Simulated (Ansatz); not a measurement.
# Yttrium, beta-Sn type under r²SCAN: structure, energy and stiffness

The plan for yttrium in the beta-Sn type structure: relax it, solve it on a dense k-mesh, switch on spin-orbit coupling, then scale the cell to 7 volumes from 88 to 112 % of the relaxed one and try a fit of the equation of state. The k-meshes are 10×10×7 for the relaxation; 16×16×9 for the dense run; 10×10×6 for spin-orbit coupling; 11×11×6 for the volumes.

Method: DFT r2SCAN, plane waves (500 eV) with PAW, scalar-relativistic; the PAW data stem from PBE, with regenerated cores, in Ansatz 0.2.0.

### Step 1. The structure to begin with

It takes space group I4_1/amd (No. 141, tetragonal). Conventional cell: a = 6.332 Å, b = 6.332 Å, c = 3.458 Å, α = 90.00°, β = 90.00°, γ = 90.00°. Y (site symmetry -4m2) has 6 Y at 3.28 to 3.46 Å as nearest neighbours.

As a file:

```xyz
2
Lattice="-3.1662 3.1662 1.7288 3.1662 -3.1662 1.7288 3.1662 3.1662 -1.7288" Properties=species:S:1:pos:R:3 pbc="T T T"
Y     0.0000    0.0000    0.0000
Y     0.0000    3.1662    0.8644
```

### Step 2. Geometry optimisation

input.yaml

```yaml
crystal:
  lattice:
    - [-3.166246263, 3.166246263, 1.7287704596]
    - [3.166246263, -3.166246263, 1.7287704596]
    - [3.166246263, 3.166246263, -1.7287704596]
  atoms:
    - { symbol: "Y", position: [0.0, 0.0, 0.0] }
    - { symbol: "Y", position: [0.75, 0.25, 0.5] }
hamiltonian:
  xc: r2scan
  pseudopotentials:
    kind: paw
    azcp:
      "Y": "pseudopotentials/Y.paw.azcp"
basis:
  ecutwfc: 500
  fft_grid_basis: typed
kpoints:
  mp_grid: { grid: [10, 10, 7], shift: [0, 0, 0] }
magnetization:
  spin_polarized: false
scf:
  occupations: { method: fermi_dirac, width: 0.1 }
relax:
  max_steps: 60
  f_tol: 0.01
  cell: {}
```

Command:

```bash
$ ansatz run input.yaml --threads 1 --pin off --max-ram 3584MiB --backend cpu --events-out ev --progress --plain --runs-dir out
```

After this run come: The energy on a finer k-mesh; A two-component run at the same geometry; At 88 % of the relaxed volume; At 92 % of the relaxed volume; At 96 % of the relaxed volume; At 100 % of the relaxed volume; At 104 % of the relaxed volume; At 108 % of the relaxed volume; At 112 % of the relaxed volume.

Before running it: what results should come out? Wanted: space group; conventional cell; volume; shortest distance; gap on the mesh; V₀, B₀, B₀′.

**Answer**, as computed:

```
                      quantity                                              value
space group (spins left aside)                                      C2/c (No. 15)
             conventional cell  a = 3.681 Å, b = 6.380 Å, c = 5.718 Å, β = 90.10°
                        volume                                     33.573 Å³/atom
             shortest distance                                            3.561 Å
               gap on the mesh                       none (levels filled in part)
                   V₀, B₀, B₀′                        33.442 Å³/atom, 40 GPa, 3.0
```

What this shows: The relaxation shrank the cell by 3.1 % in volume. The cell has left its prototype: it ends as hcp. What follows belongs to that structure, not to the type named at the start. The mesh has less symmetry than the lattice, which may have let the distortion in. Levels at the Fermi energy are filled in part, as in a metal. Totals with and without spin-orbit coupling (+4.7 eV/atom apart) can't be read as binding, since the two-component data shift the zero of energy. B₀ comes out at 40 GPa; letting shape and positions relax at each volume could only lower it.
